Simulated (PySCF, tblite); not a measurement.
# C4H5F3N radical: geometry, infrared bands and EPR parameters

Aim: predict the infrared bands and EPR parameters of C4H5F3N radical (`[H]/N=C(/C(F)F)[C@@H]([CH2])F`).

Computed with tblite 0.8.0 and PySCF 2.14.0, with density-fitted response routines of our own, on a single molecule in the gas phase. Atoms count from 0, in the outputs and in this text.

## Step 1: The starting structure

13 atoms, charge 0, multiplicity 2; geometry from: force field or distance geometry start.

Bonds of the start (Å): C0–C1 1.50, C1–F2 1.38, C1–C3 1.49, C3–N4 1.28, C3–C5 1.48, C5–F6 1.37, C5–F7 1.39, C0–H8 1.13, C0–H9 1.12, C1–H10 1.11, N4–H11 1.02, C5–H12 1.14.

## Step 2: Geometry optimisation with GFN2-xTB

Job settings and geometry (Å):

```
{"job": {"kind": "relax", "xc": "GFN2-xTB", "basis": "xTB"}, "charge": 0, "multiplicity": 2}
C     -1.518200     0.864200    -0.300100
C     -0.885700    -0.325300     0.354700
F     -1.628100    -1.473800     0.158200
C      0.498600    -0.515200    -0.159700
N      0.758400    -1.635200    -0.720900
C      1.567500     0.501800    -0.029800
F      1.157700     1.632300    -0.677900
F      2.816400     0.041600    -0.415900
H     -0.989900     1.769300     0.111400
H     -2.609500     0.859400    -0.031800
H     -0.809800    -0.111000     1.439100
H      0.043800    -2.359600    -0.828200
H      1.594400     0.751900     1.083200
```

Command:

```bash
> OMP_NUM_THREADS=1 python probes_run.py task.json out
```

One launch serves the whole session: the jobs run in the order shown.

The log of the run:

```text
step      E/eV     max force
  0    -764.00249    4.548
  1    -764.32163    4.488
  2    -764.54804    1.230
  3    -764.63161    0.839
  4    -764.71034    0.575
  5    -764.72976    0.496
  6    -764.78249    0.533
  7    -764.80509    0.467
  8    -764.82987    0.362
  9    -764.84111    0.239
 10    -764.84771    0.212
 11    -764.85122    0.188
 12    -764.85440    0.168
 13    -764.85769    0.151
 14    -764.86098    0.172
 15    -764.86358    0.149
 16    -764.86565    0.146
 17    -764.86798    0.127
 18    -764.87096    0.209
 19    -764.87466    0.196
 20    -764.87838    0.219
 21    -764.88360    0.203
 22    -764.89133    0.329
 23    -764.90554    0.611
 24    -764.91432    0.487
 25    -764.90870    0.981
 26    -764.92541    0.287
 27    -764.92933    0.172
 28    -764.93269    0.171
 29    -764.93915    0.485
 30    -764.94459    0.317
 31    -764.95144    0.144
 32    -764.95442    0.164
 33    -764.96005    0.163
 34    -764.96266    0.159
 35    -764.96418    0.150
 36    -764.96618    0.109
 37    -764.96752    0.099
 38    -764.96858    0.103
 39    -764.96944    0.067
 40    -764.97041    0.086
 41    -764.97107    0.071
 42    -764.97155    0.057
 43    -764.97195    0.059
 44    -764.97236    0.048
 45    -764.97273    0.055
 46    -764.97306    0.044
 47    -764.97338    0.042
 48    -764.97365    0.036
 49    -764.97386    0.048
 50    -764.97405    0.050
 51    -764.97427    0.041
 52    -764.97451    0.044
 53    -764.97469    0.037
 54    -764.97479    0.027
 55    -764.97485    0.027
 56    -764.97493    0.027
 57    -764.97505    0.031
 58    -764.97522    0.045
 59    -764.97543    0.054
 60    -764.97567    0.058
 61    -764.97595    0.053
 62    -764.97621    0.041
 63    -764.97641    0.032
 64    -764.97656    0.032
 65    -764.97672    0.033
 66    -764.97693    0.039
 67    -764.97719    0.047
 68    -764.97742    0.040
 69    -764.97758    0.042
 70    -764.97775    0.048
 71    -764.97804    0.050
 72    -764.97848    0.069
 73    -764.97903    0.079
 74    -764.97950    0.059
 75    -764.97982    0.045
 76    -764.98012    0.051
 77    -764.98044    0.042
 78    -764.98071    0.034
 79    -764.98092    0.041
 80    -764.98110    0.043
 81    -764.98130    0.039
 82    -764.98147    0.038
 83    -764.98162    0.034
 84    -764.98179    0.035
 85    -764.98214    0.048
 86    -764.98243    0.047
 87    -764.98297    0.055
 88    -764.98351    0.065
 89    -764.98421    0.089
 90    -764.98533    0.123
 91    -764.98722    0.157
 92    -764.98995    0.151
 93    -764.99211    0.181
 94    -764.97814    0.703
 95    -764.99608    0.158
 96    -764.99844    0.152
 97    -764.99826    0.709
 98    -765.00633    0.118
 99    -765.01046    0.117
100    -765.00251    0.906
101    -765.01719    0.121
102    -765.02020    0.159
103    -765.02071    0.593
104    -765.02563    0.165
105    -765.02714    0.175
106    -765.03022    0.291
107    -765.03239    0.162
108    -765.03568    0.076
109    -765.03890    0.260
110    -765.04246    0.138
111    -765.04573    0.182
112    -765.05107    0.247
113    -765.05625    0.202
114    -765.03210    0.921
115    -765.06254    0.233
116    -765.06497    0.126
117    -765.06714    0.154
118    -765.06912    0.273
119    -765.07086    0.171
120    -765.07387    0.129
121    -765.07759    0.211
122    -765.08233    0.239
123    -765.08707    0.157
124    -765.08393    0.780
125    -765.09870    0.290
126    -765.10473    0.182
127    -765.10970    0.459
128    -765.11621    0.164
129    -765.12076    0.161
130    -765.12608    0.229
131    -765.12855    0.135
132    -765.13061    0.099
133    -765.13488    0.140
134    -765.13617    0.138
135    -765.13792    0.163
136    -765.13936    0.170
137    -765.14059    0.109
138    -765.14214    0.087
139    -765.14390    0.143
140    -765.14555    0.089
141    -765.14680    0.115
142    -765.14792    0.085
143    -765.14872    0.110
144    -765.14972    0.119
145    -765.15083    0.138
146    -765.15188    0.086
147    -765.15217    0.175
148    -765.15300    0.041
149    -765.15327    0.032
150    -765.15359    0.059
151    -765.15371    0.029
152    -765.15381    0.020
153    -765.15386    0.019
154    -765.15389    0.011
155    -765.15391    0.009
```

It took 0.87 s on 1 thread of Arm Neoverse V1, shared host.

The steps of the relaxation: (not every step is listed)

```
step  energy from step 0 (eV)  largest force (eV/Å)
   0                   0.0000                4.5483
   1                  -0.3191                4.4879
   2                  -0.5456                1.2302
   3                  -0.6291                0.8393
   4                  -0.7079                0.5746
   5                  -0.7273                0.4958
   6                  -0.7800                0.5332
   7                  -0.8026                0.4666
   8                  -0.8274                0.3615
  22                  -0.8888                0.3290
  36                  -0.9637                0.1086
  50                  -0.9716                0.0502
  64                  -0.9741                0.0316
  78                  -0.9782                0.0338
  92                  -0.9875                0.1507
 106                  -1.0277                0.2914
 120                  -1.0714                0.1293
 134                  -1.1337                0.1383
 148                  -1.1505                0.0414
 150                  -1.1511                0.0590
 151                  -1.1512                0.0287
 152                  -1.1513                0.0197
 153                  -1.1514                0.0191
 154                  -1.1514                0.0110
 155                  -1.1514                0.0094
```

Distances of close pairs at the start and the end, largest changes first:

```
  bond  before (Å)  after (Å)  change (Å)
 C0–H8       1.126      1.071      -0.055
 C0–H9       1.124      1.072      -0.051
 C1–C3       1.489      1.537      +0.048
C5–H12       1.141      1.099      -0.042
 C0–C1       1.498      1.456      -0.042
 C3–C5       1.481      1.514      +0.033
 C5–F7       1.386      1.355      -0.031
 C3–N4       1.279      1.255      -0.025
```

The end geometry stands in the next job.

## Step 3: Harmonic vibrations with GFN2-xTB

Job settings and geometry (Å):

```
{"job": {"kind": "ir", "xc": "GFN2-xTB", "basis": "xTB"}, "charge": 0, "multiplicity": 2}
C     -1.391186     0.700605    -0.596740
C     -0.960547    -0.064969     0.564869
F     -1.767869    -1.147506     0.828553
C      0.396601    -0.576414     0.054735
N      0.621573    -1.689560    -0.478759
C      1.547469     0.401457     0.157720
F      1.552555     1.020774     1.362611
F      1.447206     1.387725    -0.765746
H     -1.069883     1.714130    -0.721823
H     -1.880593     0.192534    -1.404500
H     -0.848894     0.504826     1.493421
H     -0.161584    -2.334797    -0.529066
H      2.510765    -0.108318     0.016995
```

The log of the run:

```text
mode    cm-1     km/mol
  1      33.0      6.65
  2      86.4      2.12
  3     156.3      2.42
  4     189.6      8.84
  5     227.2      4.20
  6     274.4      5.53
  7     341.3      2.77
  8     400.8      9.07
  9     432.5     11.66
 10     536.9     14.06
 11     576.4     84.17
 12     592.6     17.90
 13     655.1     44.91
 14     791.5      1.15
 15     839.3     40.04
 16     877.4     17.94
 17    1002.0     66.53
 18    1026.7    220.59
 19    1053.2     32.09
 20    1086.9     39.50
 21    1136.8     50.45
 22    1143.6      6.47
 23    1223.6    168.29
 24    1243.0     20.56
 25    1249.8     24.22
 26    1280.6     32.18
 27    1366.9     10.33
 28    1711.4    258.84
 29    2924.1      5.43
 30    2926.2     10.93
 31    3148.7      4.40
 32    3205.7      2.91
 33    3365.8      2.43
```

Run time: 0.34 s. Hardware: 1 thread of Arm Neoverse V1, shared host.

Which atoms move in the most intense modes:

```
cm⁻¹  km/mol                               atoms
 576    84.2  C3 26 %, H8 23 %, H9 17 %, C0 11 %
 655    44.9           C3 41 %, C5 21 %, F7 14 %
 839    40.0                   H11 81 %, N4 11 %
1002    66.5          C3 28 %, H11 26 %, C5 23 %
1027   220.6           C5 60 %, F7 17 %, F6 14 %
1137    50.5          C1 39 %, H10 24 %, C0 20 %
1224   168.3         H11 32 %, C3 27 %, H10 19 %
1711   258.8                    C3 60 %, N4 37 %
```

## Step 4: g tensor and hyperfine couplings: B3LYP/pcH-1

The job, as its differences from that of step 3:

```diff
@@ -1,2 +1,2 @@
-{"job": {"kind": "ir", "xc": "GFN2-xTB", "basis": "xTB"}, "charge": 0, "multiplicity": 2}
+{"job": {"kind": "epr", "basis": "pcH-1"}, "charge": 0, "multiplicity": 2}
 C     -1.391186     0.700605    -0.596740
```

Level: UKS B3LYP, pcH-1 on C F H N, non-relativistic, mean-field spin-orbit, GIAO.

The log of the run:

```text
UKS, coarse grid
  cycle   1  E = -509.50647171  |g| = 6.52e-01
  cycle   2  E = -509.22787246  |g| = 1.13e+00
  cycle   3  E = -509.64077833  |g| = 1.34e-01
  cycle   4  E = -509.64694323  |g| = 7.39e-02
  cycle   5  E = -509.64915649  |g| = 1.67e-02
  cycle   6  E = -509.64928675  |g| = 4.68e-03
  cycle   7  E = -509.64930337  |g| = 1.73e-03
  cycle   8  E = -509.64930625  |g| = 1.04e-03
  cycle   9  E = -509.64930667  |g| = 3.40e-04
UKS, final grid
  cycle   1  E = -509.64933374  |g| = 4.03e-04
  cycle   2  E = -509.64933373  |g| = 5.87e-04
  cycle   3  E = -509.64933383  |g| = 6.70e-05
  cycle   4  E = -509.64933384  |g| = 5.57e-05
  cycle   5  E = -509.64933385  |g| = 3.83e-05
  cycle   6  E = -509.64933385  |g| = 9.61e-06
E = -509.64933385 Eh   <S^2> = 0.7572 (exact 0.7500)
g shifts (ppm)      1          2          3
  rmc          -158       -158       -158
  gc             23         31         29
  oz_so         -49        685       1103
  total        -185        557        974
hyperfine (MHz)  atom isotope    a_iso     a_fc   dipolar eigenvalues
    0   13C      84.60      84.60    -78.47    -77.44    155.91
    1   13C     -27.12     -27.12     -4.07      0.03      4.04
    2   19F      38.19      38.19    -27.21    -23.56     50.77
    3   13C      51.58      51.58    -13.40     -2.31     15.71
    4   14N       5.27       5.27     -6.74     -5.66     12.40
    5   13C      -1.04      -1.04     -1.14     -0.37      1.51
    6   19F      -3.50      -3.50     -6.07      1.05      5.02
    7   19F      33.11      33.11    -19.06    -14.29     33.35
    8    1H     -61.93     -61.93    -37.43     -0.82     38.25
    9    1H     -58.00     -58.00    -37.28     -0.63     37.91
   10    1H      56.32      56.32     -5.17     -4.39      9.56
   11    1H       0.12       0.12     -4.35     -2.47      6.82
   12    1H       0.51       0.51     -1.45     -0.85      2.30
```

Wall time 65 s (1 thread of Arm Neoverse V1, shared host); peak memory 0.93 GiB.

Principal g values 2.00213, 2.00288, 2.00329; g(iso) = 2.00277, against 2.00232 for a free electron.

Hyperfine couplings; where a row names several nuclei, a(iso) is their mean (it holds for fast rotation or exchange) and the dipolar term the largest among them:

```
nuclei  isotope  a(iso) (MHz)  a(iso) (G, at g = 2.0023)  largest dipolar term (MHz)
    C0      13C          84.6                       30.2                       155.9
H8, H9       1H         -60.0                      -21.4                        38.3
   H10       1H          56.3                       20.1                         9.6
    C3      13C          51.6                       18.4                        15.7
    F2      19F          38.2                       13.6                        50.8
    F7      19F          33.1                       11.8                        33.4
    C1      13C         -27.1                       -9.7                        -4.1
    N4      14N           5.3                        1.9                        12.4
    F6      19F          -3.5                       -1.2                        -6.1
    C5      13C          -1.0                       -0.4                         1.5
   H12       1H           0.5                        0.2                         2.3
   H11       1H           0.1                        0.0                         6.8
```

Mulliken spin populations:

C0 1.01; C1 -0.06; F2 0.01; C3 -0.01; N4 0.12; C5 0.00; F6 0.00; F7 0.00; H8 -0.04; H9 -0.04; H10 0.02; H11 0.00; H12 0.00

In first order the couplings over 0.8 MHz of 1H, 19F, 14N give 144 distinct lines over 93.3 G, if the averaged nuclei exchange fast; the same motion can average rows kept apart here too.

The fields below are evaluated on a grid from the run's orbitals.

ELF in a plane through or near 6 of the atoms.

Values, 10 rows by 14 columns:
```
0.00 0.00 0.00 0.00 0.00 0.00 0.00 0.00 0.00 0.00 0.00 0.00 0.00 0.00
0.00 0.00 0.00 0.00 0.00 0.00 0.01 0.01 0.01 0.00 0.00 0.00 0.00 0.00
0.00 0.00 0.00 0.00 0.03 0.68 0.60 0.69 0.94 0.37 0.00 0.00 0.00 0.00
0.00 0.00 0.01 0.16 0.02 0.73 0.43 0.78 0.82 0.01 0.01 0.00 0.00 0.00
0.00 0.00 0.77 1.00 0.98 0.36 0.28 0.58 0.07 0.04 0.04 0.00 0.00 0.00
0.00 0.00 0.17 0.61 0.63 0.38 0.54 0.30 0.72 0.53 0.35 0.07 0.00 0.00
0.00 0.00 0.00 0.05 0.44 0.64 0.07 0.47 0.60 0.52 0.72 0.33 0.01 0.00
0.00 0.00 0.00 0.01 0.21 0.28 0.01 0.92 0.99 0.73 0.40 0.12 0.00 0.00
0.00 0.00 0.00 0.00 0.00 0.00 0.00 0.07 0.16 0.05 0.01 0.00 0.00 0.00
0.00 0.00 0.00 0.00 0.00 0.00 0.00 0.00 0.00 0.00 0.00 0.00 0.00 0.00
```
The map spans 10.1 Å across and 9.7 Å up, centred on the molecule. Atoms in the plane (x, y in Å): C0 (1.3, -0.9), N4 (-0.3, 1.8), C5 (-1.6, -0.1), H8 (0.8, -1.9), H11 (0.6, 2.3), H12 (-2.4, 0.5).

log10 of the density (e/Å³) in the same plane.

Ten even steps from '0' (-4.0) to '9' (1.2):
```
0000000000000000000000000000
0000000000000000000000000000
0000000000122222211000000000
0000000012344444432100000000
0000000124556666553210000000
0000012235677888764320000000
0001233445678987654332100000
0012345665678877555443200000
0013456776778877555543210000
0013456888877777666554321000
0012356779877667777654321000
0001245678775567898765421000
0001234678765567887664421000
0000024566655567776554321000
0000012445544456665443210000
0000000122222344444332100000
0000000000001123332211000000
0000000000000001110000000000
0000000000000000000000000000
0000000000000000000000000000
```
The map spans 10.1 Å across and 9.7 Å up, centred on the molecule. Atoms in the plane (x, y in Å): C0 (1.3, -0.9), N4 (-0.3, 1.8), C5 (-1.6, -0.1), H8 (0.8, -1.9), H11 (0.6, 2.3), H12 (-2.4, 0.5).

On the surface of density 0.002 e/bohr³ the electrostatic potential runs, from the 1st to the 99th percentile, from -1.25 V near N4 to 1.54 V near H11.

The spin density lies nearest to C0 58 %; N4 9 %; H8, H9 about 9 % each.

## Step 5: Summary of results

```
                                                                  quantity                  value
                                 strongest single infrared mode (GFN2-xTB)  1711 cm⁻¹, 259 km/mol
                                              zero-point energy (GFN2-xTB)          53.0 kcal/mol
                                                            g(iso) (B3LYP)                2.00277
                                                                      ⟨S²⟩     0.757 (exact 0.75)
                                        largest a(iso) (averaged by class)    13C on C0, 84.6 MHz
potential on the surface of density 0.002 e/bohr³, 1st and 99th percentile     -1.25 V and 1.54 V
```

In words: Relaxing lowered the energy by 1.151 eV in 155 steps; the close pair that moved most is C0–H8, from 1.126 to 1.071 Å. No mode is imaginary among the 33: a minimum at this level. The strongest single mode, at 1711 cm⁻¹, moves mainly C3 and N4. Unscaled tight-binding wavenumbers are off by several per cent, some by more. Its intensities can rank the bands wrongly. C0 carries the largest spin population, 1.01 e. The isotropic g lies 0.4 ppt above the free-electron value. The conformer search found further structures of the same energy, which may be mirror or relabelled copies of this one.
